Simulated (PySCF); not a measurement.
# [PrOF]+: other functionals and bases at one geometry

One table from this session's results is given with a row withheld; the runs are named, their logs left out.

Computed with PySCF 2.14.0. Level: several levels, as the steps say, no spin–orbit coupling.

1 further run of the same task is left out (for a known fault of the program).

### Starting geometry

3 atoms, charge 1, spin multiplicity 1.

Bond lengths: Pr1–O2 1.792 Å, Pr1–F3 1.977 Å. Angles: O2–Pr1–F3 103.1°.

Coordinates:

```tsv
atom	x (Å)	y (Å)	z (Å)
Pr1	0.0324	0.0000	-0.4171
O2	1.4181	0.0000	0.7188
F3	-1.5344	0.0000	0.7888
```

Formal oxidation states: Pr +4. Each metal's 1 4f electrons lie in its core potential, so multiplicities, spins and levels count the valence alone. An earlier session relaxed this geometry at PBE0, Pr lcecp-2-SVP with ECP47, O def2-SVP, F def2-SVP (singlet, point group Cs).

At PBE0 on the finer grid: E = -213.854779 Eh, frontier levels not given, since the 4f levels lie in the core, Mulliken charge on Pr1 +1.55 e, largest force component 0.012 eV/Å. 

Levels to run: B3LYP; BP86; PBE0, TZVP. Hardware: 2 threads of Arm Neoverse V1, shared host.

Set-up of the first run:

File run.py (the lines that set the calculation):

```python
mol = gto.M(atom='''
Pr     0.03243     0.00000    -0.41714
O      1.41814     0.00000     0.71879
F     -1.53440     0.00000     0.78881''',
    basis={'Pr': 'lcecp-2-SVP', 'O': 'def2-SVP', 'F': 'def2-SVP'},
    ecp={'Pr': 'lcecp-2-SVP'},
    charge=1, spin=0)
mf = dft.RKS(mol, xc='B3LYP')
mf.grids.atom_grid = (75, 302)  # f atoms: unpruned, at least (60, 302)
mf = mf.density_fit()  # fitting sets: Pr AutoAux, O def2-universal-JKFIT, F def2-universal-JKFIT
mf.conv_tol = 1e-08; mf.max_cycle = 55
mf.kernel(dm0)  # dm0: the density of the relaxed state
```

Launch:

```
OMP_NUM_THREADS=2 python run.py
```

Among the steps run: B3LYP; BP86; PBE0, TZVP.

One of the session's tables, all rows but one given; the rest of the session is left out.

| level | charge on Pr1 (e) | dipole (D) | largest force component (eV/Å) |
| --- | --- | --- | --- |
| PBE0 (relaxed here) | 1.55 | 6.48 | 0.01 |
| B3LYP | 1.51 | 6.41 | 0.68 |
| BP86 | ? | ? | ? |
| PBE0, TZVP | 1.81 | 6.56 | 0.23 |

Estimate the missing values for BP86.

The run gave: charge on Pr1 (e): 1.41; dipole (D): 5.92; largest force component (eV/Å): 1.24. In the column «charge on Pr1 (e)» it is the lowest.

The dipole of a charged species depends on the origin, so these sizes hold for this origin alone.

The largest leftover force, 1.24 eV/Å with BP86, stands at a geometry relaxed at another level. With 4f in the core, its levels are missing from HOMO and gap, and its count is fixed, so no charge can pass from the ligands into it. Total energies of different levels can't be compared.
